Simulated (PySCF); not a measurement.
# C₄H₁₀OSi: NMR shifts

What NMR shifts should C₄H₁₀OSi (`C=C[Si](C)(C)O`) show?

The runs use PySCF 2.14.0, with density-fitted response routines of our own; the level of theory stands in each step. All values are computed, except where a source is named. Atoms count from 0, in the outputs and in this text.

### 1 Starting geometry

16 atoms, charge 0, multiplicity 1; geometry from: GFN2-xTB.

Bonds of the start (Å): C0–C1 1.32, C1–Si2 1.89, Si2–C3 1.90, Si2–C4 1.91, Si2–O5 1.64, C0–H6 1.08, C0–H7 1.08, C1–H8 1.08, C3–H9 1.09, C3–H10 1.09, C3–H11 1.09, C4–H12 1.08, C4–H13 1.09, C4–H14 1.09, O5–H15 0.95.

### 2 NMR shieldings: PBE0/pcSseg-1

What the job is given:

```
{"job": {"kind": "nmr", "xc": "PBE0", "basis": "pcSseg-1"}, "charge": 0, "multiplicity": 1}
C      2.497866    -0.324437     0.398213
C      1.232600    -0.632439     0.636654
Si    -0.250294     0.187041    -0.210038
C     -1.157632     1.349865     0.985313
C     -1.405135    -1.182747    -0.863986
O      0.233632     1.173221    -1.424711
H      2.765557     0.434397    -0.320132
H      3.324387    -0.799489     0.905915
H      1.028425    -1.397266     1.375839
H     -1.533658     0.811248     1.849042
H     -2.000852     1.828666     0.498221
H     -0.495671     2.131138     1.343991
H     -1.840681    -1.757470    -0.053668
H     -2.223293    -0.759143    -1.439307
H     -0.877606    -1.880525    -1.508917
H      0.694758     0.826883    -2.183842
```

With the program's defaults for keys left out, this is: GIAO PBE0/pcSseg-1 NMR shielding, non-relativistic, gas phase.

Predict these results of the whole session: 13C shifts against TMS (PBE0/pcSseg-1, means over atoms taken as alike); 1H shifts against TMS (PBE0/pcSseg-1, means over atoms taken as alike); 29Si shifts against TMS (PBE0/pcSseg-1); 17O shifts against H2O (PBE0/pcSseg-1).

The runs gave:

| quantity | value |
| --- | --- |
| 13C shifts against TMS (PBE0/pcSseg-1, means over atoms taken as alike) | 148.7, 138.8, 1.2 ppm |
| 1H shifts against TMS (PBE0/pcSseg-1, means over atoms taken as alike) | 6.37, 6.32, 6.07, 1.19, 0.12 ppm |
| 29Si shifts against TMS (PBE0/pcSseg-1) | 2.0 ppm |
| 17O shifts against H2O (PBE0/pcSseg-1) | 32.5 ppm |

In words: C1 (alkene CH) lies farthest downfield among carbon, at 148.7 ppm; an sp2 carbon of a C=C bond. H8 (hydrogen on an alkene CH) lies farthest downfield among hydrogen, at 6.37 ppm; attached to an sp2 carbon and in the plane of the double bond.
